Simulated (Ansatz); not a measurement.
**ClH4NSi + H2 + NH3: a complex and its separated parts**

The complex below is one end of an elementary step. How strongly is it bound against its free parts?

Computed with Ansatz 0.2.0, Gaussian basis. Level: PBE0-D4/def2-TZVP structures, single points in def2-TZVPP, no counterpoise correction.

Levels: SPW92, PBE-D4, BLYP-D4, r2SCAN-D4, B97M-V, PBE0-D4, B3LYP-D4, r2SCAN0-D4, BHLYP-D4, CAM-B3LYP-D4, wB97X-V, wB97M-V, B2PLYP, PBE-QIDH, RPA on PBE, Hartree-Fock, MP2, CCSD, CCSD(T).

Cores are frozen in the correlated methods. B3LYP uses VWN-RPA correlation. B2PLYP carries no dispersion term here.

113 further runs of the same task are left out: 113 set aside as unsound or not needed.

**1. Where the work starts**

The complex: 13 atoms, charge 0, spin multiplicity 1.

Atoms are counted from 1 here; the program's logs count them from 0.

Bond lengths: Si1–H3 1.480 Å, Si1–H4 1.480 Å, Si1–Cl5 2.081 Å, Si1–N7 1.692 Å, H2–H8 0.748 Å, H6–N9 1.013 Å, N7–H10 1.022 Å, N7–H11 1.007 Å, N9–H12 1.013 Å, N9–H13 1.013 Å. Angles: H3–Si1–H4 112.6°, H3–Si1–Cl5 104.8°, H3–Si1–N7 108.9°, H4–Si1–Cl5 105.3°, H4–Si1–N7 109.7°, Cl5–Si1–N7 115.5°, Si1–N7–H10 118.8°, Si1–N7–H11 120.0°, H10–N7–H11 112.3°, H6–N9–H12 107.3°, H6–N9–H13 107.2°, H12–N9–H13 107.4°.

As a file:

```mol
ClH9N2Si
  3D, bonds by distance, orders not assigned

 13 10  0  0  0  0  0  0  0  0999 V2000
   -1.6758   -0.2731    1.0467 Si  0  0
    1.1159   -2.4587   -1.4388 H   0  0
   -2.0700   -0.5546   -0.3518 H   0  0
   -2.2437   -1.2471    2.0050 H   0  0
   -2.5896    1.5406    1.5024 Cl  0  0
    2.2443    1.5903   -1.0818 H   0  0
    0.0131   -0.2856    1.1536 N   0  0
    0.8956   -2.0741   -0.8359 H   0  0
    1.3026    1.2272   -1.1650 N   0  0
    0.5539    0.2361    0.4612 H   0  0
    0.4609   -0.3014    2.0559 H   0  0
    1.2934    0.5932   -1.9550 H   0  0
    0.6992    2.0074   -1.3964 H   0  0
  1  3  8  0
  1  4  8  0
  1  5  8  0
  1  7  8  0
  2  8  8  0
  6  9  8  0
  7 10  8  0
  7 11  8  0
  9 12  8  0
  9 13  8  0
M  END
```

Its parts: ClH4NSi holds atoms 1, 3, 4, 5, 7, 10, 11; H2 holds atoms 2, 8; NH3 holds atoms 6, 9, 12, 13. Each part counts its atoms afresh in its own runs.

**2. Relaxing ClH4NSi alone**

relax-a/in.yaml reads:

```yaml
crystal:
  periodic: [false, false, false]
  atoms:
    - {symbol: Si, position_ang: [-1.675799, -0.273109, 1.046656]}
    - {symbol: H, position_ang: [-2.069987, -0.554648, -0.351811]}
    - {symbol: H, position_ang: [-2.243674, -1.247124, 2.005023]}
    - {symbol: Cl, position_ang: [-2.589591, 1.540603, 1.502444]}
    - {symbol: N, position_ang: [0.013118, -0.285620, 1.153601]}
    - {symbol: H, position_ang: [0.553943, 0.236078, 0.461194]}
    - {symbol: H, position_ang: [0.460903, -0.301375, 2.055866]}
basis:
  gaussian: {orbitals: def2-TZVP}
hamiltonian: {xc: pbe0, dispersion: d4}
relax: {f_tol: 0.005, max_steps: 200}
```

The run is started by

```sh
> ansatz run in.yaml --threads 8 --pin off --events-out ev --progress --plain --max-ram 19148MiB
```

Standard output, shortened:

```text
Functional definition: PBE0
  name "PBE0"
  cite "Adamo & Barone, J. Chem. Phys. 110, 6158 (1999) doi:10.1063/1.478522"
  cite "Perdew, Burke & Ernzerhof, Phys. Rev. Lett. 77, 3865 (1996) doi:10.1103/PhysRevLett.77.3865"
  parent pbe
[...]
867 factors; their error is unknown
[...]
mean field -21949.74627387 eV, -806.6382974924 hartree, gradient 1.4e-5 eV, S^2 0.000000; 0 other end points of the search recorded, 0 dependent functions left out
[...]
reference -21949.74630186 eV, -806.6382985211 hartree; 21, 21 occupied and 108, 108 virtual orbitals, 867 factors
[...]
Total energy: -21949.86445947 eV, -806.6426407329 hartree
Atom 0 at    -1.690479    -0.265945     1.041235 Å, force     0.000189     0.000402     0.000161 eV/Å
Atom 1 at    -2.067719    -0.547746    -0.359815 Å, force    -0.000143    -0.000149    -0.000307 eV/Å
Atom 2 at    -2.229322    -1.251252     2.002215 Å, force    -0.000229    -0.000335     0.000112 eV/Å
Atom 3 at    -2.593903     1.536723     1.516252 Å, force     0.000148    -0.000075     0.000012 eV/Å
Atom 4 at     0.006577    -0.279097     1.153526 Å, force    -0.000228     0.000088     0.000058 eV/Å
Atom 5 at     0.566327     0.198099     0.465085 Å, force     0.000147    -0.000022    -0.000063 eV/Å
Atom 6 at     0.457433    -0.275977     2.054474 Å, force     0.000116     0.000092     0.000026 eV/Å
Dipole moment:     0.401606    -0.124322    -0.009461 e Å
```

It took 4.9 s on 8 threads of Arm Neoverse V1, shared host.

Relaxation path:

| step | energy from step 1 (eV) | largest force component (eV/Å) |
| --- | --- | --- |
| 1 | 0.0000 | 0.4941 |
| 2 | -0.0086 | 0.1877 |
| 3 | -0.0095 | 0.1188 |
| 4 | -0.0101 | 0.0147 |
| 5 | -0.0102 | 0.0076 |
| 6 | -0.0102 | 0.0004 |

Close pairs (by a distance rule), those that changed most:

| bond | before (Å) | after (Å) | change (Å) |
| --- | --- | --- | --- |
| N5–H6 | 1.022 | 1.007 | -0.014 |
| Si1–Cl4 | 2.081 | 2.072 | -0.010 |
| Si1–N5 | 1.692 | 1.701 | +0.008 |
| Si1–H2 | 1.480 | 1.478 | -0.002 |
| Si1–H3 | 1.480 | 1.478 | -0.002 |
| N5–H7 | 1.007 | 1.007 | +0.000 |

**3. Relaxing H2 alone**

relax-b/in.yaml reads:

```yaml
crystal:
  periodic: [false, false, false]
  atoms:
    - {symbol: H, position_ang: [1.115912, -2.458744, -1.438770]}
    - {symbol: H, position_ang: [0.895629, -2.074067, -0.835913]}
basis:
  gaussian: {orbitals: def2-TZVP}
hamiltonian: {xc: pbe0, dispersion: d4}
relax: {f_tol: 0.005, max_steps: 200}
```

The run is started by

```sh
> ansatz run in.yaml --threads 8 --pin off --events-out ev --progress --plain --max-ram 19148MiB
```

Standard output, shortened:

```text
[... 5 set-up lines as earlier in the session ...]
[...]
88 factors; their error is unknown
[...]
mean field -31.78856714 eV, -1.1682082952 hartree, gradient 1.7e-5 eV, S^2 0.000000; 0 other end points of the search recorded, 0 dependent functions left out
[...]
reference -31.78866856 eV, -1.1682120226 hartree; 1, 1 occupied and 11, 11 virtual orbitals, 88 factors
Total energy: -31.79027512 eV, -1.1682710624 hartree
Atom 0 at     1.115599    -2.458198    -1.437914 Å, force    -0.000507     0.000885     0.001387 eV/Å
Atom 1 at     0.895942    -2.074613    -0.836769 Å, force     0.000507    -0.000885    -0.001387 eV/Å
Dipole moment:    -0.000000     0.000000     0.000000 e Å
```

Run time: 0.15 s. Hardware: 8 threads of Arm Neoverse V1, shared host.

The steps of the relaxation:

| step | energy from step 1 (eV) | largest force component (eV/Å) |
| --- | --- | --- |
| 1 | 0.0000 | 0.0628 |
| 2 | -0.0001 | 0.0014 |

The bond:

| bond | before (Å) | after (Å) | change (Å) |
| --- | --- | --- | --- |
| H1–H2 | 0.748 | 0.746 | -0.002 |

**4. Relaxing NH3 alone**

relax-c/in.yaml reads:

```yaml
crystal:
  periodic: [false, false, false]
  atoms:
    - {symbol: H, position_ang: [2.244270, 1.590254, -1.081825]}
    - {symbol: N, position_ang: [1.302632, 1.227187, -1.164994]}
    - {symbol: H, position_ang: [1.293422, 0.593207, -1.954962]}
    - {symbol: H, position_ang: [0.699221, 2.007359, -1.396409]}
basis:
  gaussian: {orbitals: def2-TZVP}
hamiltonian: {xc: pbe0, dispersion: d4}
relax: {f_tol: 0.005, max_steps: 200}
```

The run is started by

```sh
> ansatz run in.yaml --threads 8 --pin off --events-out ev --progress --plain --max-ram 19148MiB
```

Standard output, shortened:

```text
[... 5 set-up lines as earlier in the session ...]
[...]
287 factors; their error is unknown
[...]
mean field -1537.79921105 eV, -56.5130786483 hartree, gradient 2.4e-5 eV, S^2 0.000000; 0 other end points of the search recorded, 0 dependent functions left out
[...]
Total energy: -1537.80844354 eV, -56.5134179362 hartree
Atom 0 at     2.243466     1.590307    -1.083032 Å, force    -0.000369    -0.000167    -0.000078 eV/Å
Atom 1 at     1.302009     1.226139    -1.162748 Å, force     0.000380     0.000103     0.000174 eV/Å
Atom 2 at     1.293474     0.595393    -1.954822 Å, force     0.000067    -0.000070    -0.000081 eV/Å
Atom 3 at     0.700596     2.006168    -1.397588 Å, force    -0.000078     0.000134    -0.000015 eV/Å
Dipole moment:     0.103699     0.160613    -0.296296 e Å
```

Run time: 0.65 s. Hardware: 8 threads of Arm Neoverse V1, shared host.

The steps of the relaxation:

| step | energy from step 1 (eV) | largest force component (eV/Å) |
| --- | --- | --- |
| 1 | 0.0000 | 0.0326 |
| 2 | -0.0001 | 0.0162 |
| 3 | -0.0001 | 0.0226 |
| 4 | -0.0001 | 0.0004 |

Close pairs (by a distance rule), those that changed most:

| bond | before (Å) | after (Å) | change (Å) |
| --- | --- | --- | --- |
| N2–H4 | 1.013 | 1.013 | -0.001 |
| N2–H3 | 1.013 | 1.013 | -0.000 |
| H1–N2 | 1.013 | 1.013 | -0.000 |

**5. SPW92/def2-TZVPP**

parta/in.yaml reads:

```yaml
crystal:
  periodic: [false, false, false]
  atoms:
    - {symbol: Si, position_ang: [-1.690479, -0.265945, 1.041235]}
    - {symbol: H, position_ang: [-2.067719, -0.547746, -0.359815]}
    - {symbol: H, position_ang: [-2.229322, -1.251252, 2.002215]}
    - {symbol: Cl, position_ang: [-2.593903, 1.536723, 1.516252]}
    - {symbol: N, position_ang: [0.006577, -0.279097, 1.153526]}
    - {symbol: H, position_ang: [0.566327, 0.198099, 0.465085]}
    - {symbol: H, position_ang: [0.457433, -0.275977, 2.054474]}
basis:
  gaussian: {orbitals: def2-TZVPP}
hamiltonian: {xc: lda}
```

partb/in.yaml reads:

```yaml
crystal:
  periodic: [false, false, false]
  atoms:
    - {symbol: H, position_ang: [1.115599, -2.458198, -1.437914]}
    - {symbol: H, position_ang: [0.895942, -2.074613, -0.836769]}
basis:
  gaussian: {orbitals: def2-TZVPP}
hamiltonian: {xc: lda}
```

partc/in.yaml reads:

```yaml
crystal:
  periodic: [false, false, false]
  atoms:
    - {symbol: H, position_ang: [2.243466, 1.590307, -1.083032]}
    - {symbol: N, position_ang: [1.302009, 1.226139, -1.162748]}
    - {symbol: H, position_ang: [1.293474, 0.595393, -1.954822]}
    - {symbol: H, position_ang: [0.700596, 2.006168, -1.397588]}
basis:
  gaussian: {orbitals: def2-TZVPP}
hamiltonian: {xc: lda}
```

One command serves all of them, each in its own folder.

The run is started by

```sh
> ansatz run in.yaml --threads 8 --pin off --events-out ev --progress --plain --max-ram 19148MiB
```

Output in parta, shortened:

```text
Functional definition: SPW92
  name "SPW92"
  cite "Dirac, Proc. Camb. Phil. Soc. 26, 376 (1930) doi:10.1017/S0305004100016108"
  cite "Slater, Phys. Rev. 81, 385 (1951) doi:10.1103/PhysRev.81.385"
  cite "Perdew & Wang, Phys. Rev. B 45, 13244 (1992) doi:10.1103/PhysRevB.45.13244"
[...]
973 factors; their error is unknown
[...]
mean field -21873.97487450 eV, -803.8537499254 hartree, gradient 2.9e-5 eV, S^2 0.000000; 0 other end points of the search recorded, 0 dependent functions left out
reference -21873.97490892 eV, -803.8537511900 hartree; 21, 21 occupied and 150, 150 virtual orbitals, 973 factors
Total energy: -21873.97490892 eV, -803.8537511900 hartree
```

partb printed, shortened:

```text
[... 5 set-up lines as earlier in the session ...]
[...]
118 factors; their error is unknown
[...]
mean field -30.93529693 eV, -1.1368511934 hartree, gradient 4.4e-5 eV, S^2 0.000000; 0 other end points of the search recorded, 0 dependent functions left out
reference -30.93531760 eV, -1.1368519533 hartree; 1, 1 occupied and 27, 27 virtual orbitals, 118 factors
Total energy: -30.93531760 eV, -1.1368519533 hartree
```

Output in partc, shortened:

```text
[... 5 set-up lines as earlier in the session ...]
[...]
332 factors; their error is unknown
[...]
mean field -1526.58938557 eV, -56.1011251604 hartree, gradient 8.6e-5 eV, S^2 0.000000; 0 other end points of the search recorded, 0 dependent functions left out
reference -1526.58940497 eV, -56.1011258733 hartree; 5, 5 occupied and 68, 68 virtual orbitals, 332 factors
Total energy: -1526.58940497 eV, -56.1011258733 hartree
```

Times: 0.45 s (parta), 0.1 s (partb), 0.15 s (partc) on 8 threads of Arm Neoverse V1, shared host.

**6. PBE-D4/def2-TZVPP**

Each input of step 5 (parta, partb, partc) changes in the same lines:

```diff
-hamiltonian: {xc: lda}
+hamiltonian: {xc: pbe, dispersion: d4}
```

The same command starts each run, in its folder.

The run is started by

```sh
> ansatz run in.yaml --threads 8 --pin off --events-out ev --progress --plain --max-ram 19148MiB
```

parta printed, shortened:

```text
Functional definition: PBE
  name "PBE"
[... 2 set-up lines as earlier in the session ...]
[...]
973 factors; their error is unknown
[...]
mean field -21947.82484108 eV, -806.5676861396 hartree, gradient 2.2e-5 eV, S^2 0.000000; 0 other end points of the search recorded, 0 dependent functions left out
reference -21947.82487769 eV, -806.5676874853 hartree; 21, 21 occupied and 150, 150 virtual orbitals, 973 factors
Total energy: -21947.95368237 eV, -806.5724209699 hartree
```

Log of partb, shortened:

```text
[... 4 set-up lines as earlier in the session ...]
[...]
118 factors; their error is unknown
[...]
mean field -31.73222221 eV, -1.1661376575 hartree, gradient 3.1e-5 eV, S^2 0.000000; 0 other end points of the search recorded, 0 dependent functions left out
reference -31.73224389 eV, -1.1661384541 hartree; 1, 1 occupied and 27, 27 virtual orbitals, 118 factors
Total energy: -31.73426311 eV, -1.1662126592 hartree
```

partc printed, shortened:

```text
[... 4 set-up lines as earlier in the session ...]
[...]
332 factors; their error is unknown
[...]
mean field -1537.73152865 eV, -56.5105913659 hartree, gradient 5.9e-5 eV, S^2 0.000000; 0 other end points of the search recorded, 0 dependent functions left out
reference -1537.73154899 eV, -56.5105921137 hartree; 5, 5 occupied and 68, 68 virtual orbitals, 332 factors
Total energy: -1537.74292694 eV, -56.5110102454 hartree
```

Times: 0.66 s (parta), 0.1 s (partb), 0.2 s (partc) on 8 threads of Arm Neoverse V1, shared host.

**7. BLYP-D4/def2-TZVPP**

Each input of step 6 (parta, partb, partc) changes in the same lines:

```diff
-hamiltonian: {xc: pbe, dispersion: d4}
+hamiltonian: {xc: {name: BLYP}, dispersion: d4}
```

The same command starts each run, in its folder.

The run is started by

```sh
> ansatz run in.yaml --threads 8 --pin off --events-out ev --progress --plain --max-ram 19148MiB
```

Output in parta, shortened:

```text
Functional definition: BLYP
  name "BLYP"
  cite "Becke, Phys. Rev. A 38, 3098 (1988) doi:10.1103/PhysRevA.38.3098"
  cite "Lee, Yang & Parr, Phys. Rev. B 37, 785 (1988) doi:10.1103/PhysRevB.37.785"
[...]
973 factors; their error is unknown
[...]
mean field -21958.21742635 eV, -806.9496066040 hartree, gradient 1.6e-5 eV, S^2 0.000000; 0 other end points of the search recorded, 0 dependent functions left out
reference -21958.21774601 eV, -806.9496183512 hartree; 21, 21 occupied and 150, 150 virtual orbitals, 973 factors
Total energy: -21958.50373848 eV, -806.9601283806 hartree
```

Output in partb, shortened:

```text
[... 4 set-up lines as earlier in the session ...]
[...]
118 factors; their error is unknown
[...]
mean field -31.82604660 eV, -1.1695856402 hartree, gradient 8.3e-5 eV, S^2 0.000000; 0 other end points of the search recorded, 0 dependent functions left out
reference -31.82623903 eV, -1.1695927116 hartree; 1, 1 occupied and 27, 27 virtual orbitals, 118 factors
Total energy: -31.83113693 eV, -1.1697727061 hartree
```

Log of partc, shortened:

```text
[... 4 set-up lines as earlier in the session ...]
[...]
332 factors; their error is unknown
[...]
mean field -1539.10791749 eV, -56.5611727228 hartree, gradient 5.6e-5 eV, S^2 0.000000; 0 other end points of the search recorded, 0 dependent functions left out
reference -1539.10810306 eV, -56.5611795426 hartree; 5, 5 occupied and 68, 68 virtual orbitals, 332 factors
Total energy: -1539.13555240 eV, -56.5621882871 hartree
```

They took 0.71 s (parta), 0.1 s (partb), 0.15 s (partc) on 8 threads of Arm Neoverse V1, shared host.

**8. r2SCAN-D4/def2-TZVPP**

The same edit goes into each in.yaml of step 7 (parta, partb, partc):

```diff
-hamiltonian: {xc: {name: BLYP}, dispersion: d4}
+hamiltonian: {xc: r2scan, dispersion: d4}
```

One command serves all of them, each in its own folder.

The run is started by

```sh
> ansatz run in.yaml --threads 8 --pin off --events-out ev --progress --plain --max-ram 19148MiB
```

Log of parta, shortened:

```text
Functional definition: r2SCAN
  name "r2SCAN"
  cite "Furness, Kaplan, Ning, Perdew & Sun, J. Phys. Chem. Lett. 11, 8208 (2020) doi:10.1021/acs.jpclett.0c02405"
  cite "Furness, Kaplan, Ning, Perdew & Sun, J. Phys. Chem. Lett. 11, 9248 (2020) doi:10.1021/acs.jpclett.0c03077"
  parent r2scan
[...]
973 factors; their error is unknown
[...]
mean field -21956.65508113 eV, -806.8921914763 hartree, gradient 3.8e-5 eV, S^2 0.000000; 0 other end points of the search recorded, 0 dependent functions left out
reference -21956.65509149 eV, -806.8921918570 hartree; 21, 21 occupied and 150, 150 virtual orbitals, 973 factors
Total energy: -21956.68458603 eV, -806.8932757613 hartree
```

Output in partb, shortened:

```text
[... 5 set-up lines as earlier in the session ...]
[...]
118 factors; their error is unknown
[...]
mean field -31.87204978 eV, -1.1712762259 hartree, gradient 4.1e-5 eV, S^2 0.000000; 0 other end points of the search recorded, 0 dependent functions left out
reference -31.87205640 eV, -1.1712764691 hartree; 1, 1 occupied and 27, 27 virtual orbitals, 118 factors
Total energy: -31.87255778 eV, -1.1712948946 hartree
```

Output in partc, shortened:

```text
[... 5 set-up lines as earlier in the session ...]
[...]
332 factors; their error is unknown
[...]
mean field -1538.76470357 eV, -56.5485598442 hartree, gradient 3.1e-5 eV, S^2 0.000000; 0 other end points of the search recorded, 0 dependent functions left out
reference -1538.76471003 eV, -56.5485600815 hartree; 5, 5 occupied and 68, 68 virtual orbitals, 332 factors
Total energy: -1538.76742299 eV, -56.5486597807 hartree
```

Times: 1.5 s (parta), 0.3 s (partb), 0.45 s (partc) on 8 threads of Arm Neoverse V1, shared host.

**9. B97M-V/def2-TZVPP**

The same edit goes into each in.yaml of step 8 (parta, partb, partc):

```diff
-hamiltonian: {xc: r2scan, dispersion: d4}
+hamiltonian: {xc: {name: B97M-V}}
```

One command serves all of them, each in its own folder.

The run is started by

```sh
> ansatz run in.yaml --threads 8 --pin off --events-out ev --progress --plain --max-ram 19148MiB
```

Output in parta, shortened:

```text
Functional definition: B97M-V
  name "B97M-V"
  cite "Mardirossian & Head-Gordon, J. Chem. Phys. 142, 074111 (2015) doi:10.1063/1.4907719"
  cite "Becke, J. Chem. Phys. 107, 8554 (1997) doi:10.1063/1.475007"
  cite "Vydrov & Van Voorhis, J. Chem. Phys. 133, 244103 (2010) doi:10.1063/1.3521275"
  # Of w^i u^j: cxij and so on, Table III.
[...]
  gx(w, u) = cx00 + cx01*u + cx02*u^2 + (cx10 + cx11*u)*w
[...]
  gos(w, u) = cos00 + cos01*u + cos03*u^3 + cos10*w + cos32*w^3*u^2
[...]
      + integral(e_c_pw_mod_opposite_spin*gos(b97_w_opposite, b97_u_opposite)) + vv10(b, c)
973 factors; their error is unknown
[...]
mean field -21953.53270493 eV, -806.7774462673 hartree, gradient 1.4e-5 eV, S^2 0.000000; 0 other end points of the search recorded, 0 dependent functions left out
reference -21953.53275770 eV, -806.7774482064 hartree; 21, 21 occupied and 150, 150 virtual orbitals, 973 factors
Total energy: -21953.53275770 eV, -806.7774482064 hartree
```

Output in partb, shortened:

```text
[... 5 set-up lines as earlier in the session ...]
  # Of w^i u^j: cxij and so on, Table III.
[...]
  gx(w, u) = cx00 + cx01*u + cx02*u^2 + (cx10 + cx11*u)*w
  gss(w, u) = css00 + css02*u^2 + css10*w + (css32*w^3 + css42*w^4)*u^2
  gos(w, u) = cos00 + cos01*u + cos03*u^3 + cos10*w + cos32*w^3*u^2
[...]
      + integral(e_c_pw_mod_opposite_spin*gos(b97_w_opposite, b97_u_opposite)) + vv10(b, c)
118 factors; their error is unknown
[...]
mean field -31.90528997 eV, -1.1724977803 hartree, gradient 8.2e-6 eV, S^2 0.000000; 0 other end points of the search recorded, 0 dependent functions left out
reference -31.90531965 eV, -1.1724988711 hartree; 1, 1 occupied and 27, 27 virtual orbitals, 118 factors
Total energy: -31.90531965 eV, -1.1724988711 hartree
```

Log of partc, shortened:

```text
[... 5 set-up lines as earlier in the session ...]
  # Of w^i u^j: cxij and so on, Table III.
[...]
  gx(w, u) = cx00 + cx01*u + cx02*u^2 + (cx10 + cx11*u)*w
[...]
  gos(w, u) = cos00 + cos01*u + cos03*u^3 + cos10*w + cos32*w^3*u^2
[...]
      + integral(e_c_pw_mod_opposite_spin*gos(b97_w_opposite, b97_u_opposite)) + vv10(b, c)
332 factors; their error is unknown
[...]
mean field -1539.38743993 eV, -56.5714449831 hartree, gradient 4.5e-5 eV, S^2 0.000000; 0 other end points of the search recorded, 0 dependent functions left out
reference -1539.38747275 eV, -56.5714461894 hartree; 5, 5 occupied and 68, 68 virtual orbitals, 332 factors
Total energy: -1539.38747275 eV, -56.5714461894 hartree
```

They took 2.3 s (parta), 0.15 s (partb), 0.4 s (partc) on 8 threads of Arm Neoverse V1, shared host.

**10. PBE0-D4/def2-TZVPP**

Each input of step 9 (parta, partb, partc) changes in the same lines:

```diff
-hamiltonian: {xc: {name: B97M-V}}
+hamiltonian: {xc: pbe0, dispersion: d4}
+output: {orbitals: {seedname: orbitals}}
```

Each run has its own folder and the same command.

The run is started by

```sh
> ansatz run in.yaml --threads 8 --pin off --events-out ev --progress --plain --max-ram 19148MiB
```

Output in parta, shortened:

```text
[... 5 set-up lines as earlier in the session ...]
[...]
1007 factors; their error is unknown
[...]
mean field -21949.81574531 eV, -806.6408505205 hartree, gradient 6.6e-5 eV, S^2 0.000000; 0 other end points of the search recorded, 0 dependent functions left out
reference -21949.81577322 eV, -806.6408515464 hartree; 21, 21 occupied and 150, 150 virtual orbitals, 1007 factors
Total energy: -21949.92376323 eV, -806.6448201060 hartree
```

Output in partb, shortened:

```text
[... 5 set-up lines as earlier in the session ...]
[...]
118 factors; their error is unknown
[...]
mean field -31.79610750 eV, -1.1684853984 hartree, gradient 5.5e-5 eV, S^2 0.000000; 0 other end points of the search recorded, 0 dependent functions left out
reference -31.79612349 eV, -1.1684859861 hartree; 1, 1 occupied and 27, 27 virtual orbitals, 118 factors
Total energy: -31.79773005 eV, -1.1685450259 hartree
```

partc printed, shortened:

```text
[... 5 set-up lines as earlier in the session ...]
[...]
332 factors; their error is unknown
[...]
mean field -1537.87184161 eV, -56.5157477721 hartree, gradient 1.0e-5 eV, S^2 0.000000; 0 other end points of the search recorded, 0 dependent functions left out
reference -1537.87185752 eV, -56.5157483570 hartree; 5, 5 occupied and 68, 68 virtual orbitals, 332 factors
Total energy: -1537.88097329 eV, -56.5160833552 hartree
```

Wall times: 0.86 s (parta), 0.1 s (partb), 0.2 s (partc) on 8 threads of Arm Neoverse V1, shared host.

[end of part 1 of 3]
